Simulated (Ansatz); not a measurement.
**CH5BN2O: small, medium and large basis sets**

The task here is to estimate one member of a computed series from the others.

Program: Ansatz 0.2.0, Gaussian basis. Level of theory: one geometry, several basis sets. These are calculated values, not measurements.

Levels to be run: PBE0-D4/def2-SVP; ωB97M-V/def2-SVP; PBE0-D4/def2-QZVPP; ωB97M-V/def2-QZVPP; the functionals' def2-TZVPP values are taken from earlier runs.

## The geometry

All runs share one geometry, relaxed beforehand with PBE0-D4 in a triple-zeta def2 set.

SMILES `NB1NCO1`, 10 atoms, charge 0, spin multiplicity 1.

Atoms are counted from 1 here; the program's logs count them from 0.

Bond lengths: N1–B2 1.398 Å, N1–H6 1.004 Å, N1–H7 1.003 Å, B2–N3 1.440 Å, B2–O5 1.401 Å, N3–C4 1.455 Å, N3–H8 1.004 Å, C4–O5 1.434 Å, C4–H9 1.095 Å, C4–H10 1.096 Å. Angles: B2–N1–H6 121.9°, B2–N1–H7 123.2°, H6–N1–H7 114.7°, N1–B2–N3 136.2°, N1–B2–O5 128.4°, N3–B2–O5 95.3°, B2–N3–C4 84.3°, B2–N3–H8 131.1°, C4–N3–H8 122.1°, N3–C4–O5 93.3°, N3–C4–H9 114.6°, N3–C4–H10 115.1°, O5–C4–H9 111.0°, O5–C4–H10 111.3°, H9–C4–H10 110.4°, B2–O5–C4 86.6°.

The first run:

in.yaml reads:

```yaml
crystal:
  periodic: [false, false, false]
  atoms:
    - {symbol: N, position_ang: [-1.649202, 0.413288, -0.796343]}
    - {symbol: B, position_ang: [-0.422009, 0.200796, -0.161664]}
    - {symbol: N, position_ang: [0.209643, -0.884679, 0.543690]}
    - {symbol: C, position_ang: [1.363662, 0.001378, 0.579574]}
    - {symbol: O, position_ang: [0.647303, 1.093069, -0.012677]}
    - {symbol: H, position_ang: [-1.887199, 1.297270, -1.207795]}
    - {symbol: H, position_ang: [-2.389387, -0.262884, -0.799308]}
    - {symbol: H, position_ang: [0.292445, -1.859642, 0.318019]}
    - {symbol: H, position_ang: [1.709874, 0.258580, 1.586244]}
    - {symbol: H, position_ang: [2.207970, -0.308376, -0.046740]}
basis:
  gaussian: {orbitals: def2-SVP}
hamiltonian: {xc: pbe0, dispersion: d4}
output: {orbitals: {seedname: orbitals}}
```

On the command line:

```bash
$ ansatz run in.yaml --threads 2 --pin off --events-out ev --progress --plain --max-ram 4352MiB
```

Steps of the session up to this table: PBE0-D4 in def2-SVP; ωB97M-V in def2-SVP; PBE0-D4 in def2-QZVPP; ωB97M-V in def2-QZVPP.

One of the session's tables, all rows but one given; the rest of the session is left out.

```
functional       basis  HOMO (eV)  LUMO (eV)
   PBE0-D4    def2-SVP      -6.70       1.93
   PBE0-D4  def2-TZVPP      -6.94       0.96
   PBE0-D4  def2-QZVPP      -6.99       0.60
   ωB97M-V    def2-SVP      -9.04       3.50
   ωB97M-V  def2-TZVPP          ?          ?
   ωB97M-V  def2-QZVPP      -9.34       1.64
```

**Question.** Estimate the row for ωB97M-V, def2-TZVPP.

As computed: HOMO (eV): -9.29; LUMO (eV): 2.19. In the column «HOMO (eV)» it lies between ωB97M-V, def2-QZVPP (-9.34) and ωB97M-V, def2-SVP (-9.04).
